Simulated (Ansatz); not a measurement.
# TiC: the cost of one run

Program: Ansatz 0.2.0. Level of theory: DFT PBEsol, scalar-relativistic, plane waves, PAW. These are calculated values, not measurements.

The COD entry's cell or inner coordinates are ideal or old and differ from later refinements, so a difference from it is no clean test against experiment.

1 further run of the same task is left out (set aside as unsound or not needed).

### 1 The system as given

Symmetry: Fm-3m, No. 225, cubic system. Conventional cell: a = 4.293 Å, b = 4.293 Å, c = 4.293 Å, α = 90.00°, β = 90.00°, γ = 90.00°. Ti (site symmetry m-3m) is surrounded by 6 C at 2.15 Å. C (site symmetry m-3m) has 6 Ti at 2.15 Å as nearest neighbours.

Structure file:

```cif
data_structure
_symmetry_space_group_name_H-M 'P 1'
_symmetry_Int_Tables_number 1
_cell_length_a 3.0359
_cell_length_b 3.0359
_cell_length_c 3.0359
_cell_angle_alpha 60.000
_cell_angle_beta 60.000
_cell_angle_gamma 60.000
_cell_volume 19.78
loop_
_atom_site_label
_atom_site_type_symbol
_atom_site_fract_x
_atom_site_fract_y
_atom_site_fract_z
_atom_site_occupancy
Ti1 Ti 0.00000 0.00000 0.00000 1
C1 C 0.50000 0.50000 0.50000 1
```

This cell was relaxed beforehand with the same method: volume 9.89 Å³/atom, gap on the mesh none (metal).

### 2 Electronic structure at the relaxed geometry

input.yaml reads:

```yaml
crystal:
  lattice:
    - [0.0, 2.1466778696, 2.1466778696]
    - [2.1466778696, 0.0, 2.1466778696]
    - [2.1466778696, 2.1466778696, 0.0]
  atoms:
    - { symbol: Ti, position: [0.0, 0.0, 0.0] }
    - { symbol: C, position: [0.5, 0.5, 0.5] }
basis:
  ecutwfc: 420
kpoints:
  mp_grid: { grid: [16, 16, 16] }
  band_path:
    path:
      - [[0.0, 0.0, 0.0], [0.5, 0.0, 0.5], [0.625, 0.25, 0.625]]
      - [[0.375, 0.375, 0.75], [0.0, 0.0, 0.0], [0.5, 0.5, 0.5], [0.5, 0.25, 0.75], [0.5, 0.0, 0.5]]
    npoints: 14
hamiltonian:
  xc: pbesol
scf:
  occupations: { method: gaussian, width: 0.1 }
  n_extra_bands: 6
output:
  forces: true
  stress: true
  eigenvalues: true
  populations: true
  dos: { projected: true, de: 0.02, nscf_kmesh: { grid: [24, 24, 24] } }
  bader: true
  write_density: true
  write_potential: true
  elf: true
  volumetric_format: npy
```

The run is started by

```sh
$ ansatz run input.yaml --threads 1 --pin off --max-ram 2560MiB --backend cpu --events-out ev --progress --plain --runs-dir out
```

Q: Estimate wall time and peak memory on 1 thread of Arm Neoverse V2, shared host.

About 14 s, with a peak of 0.32 GiB.
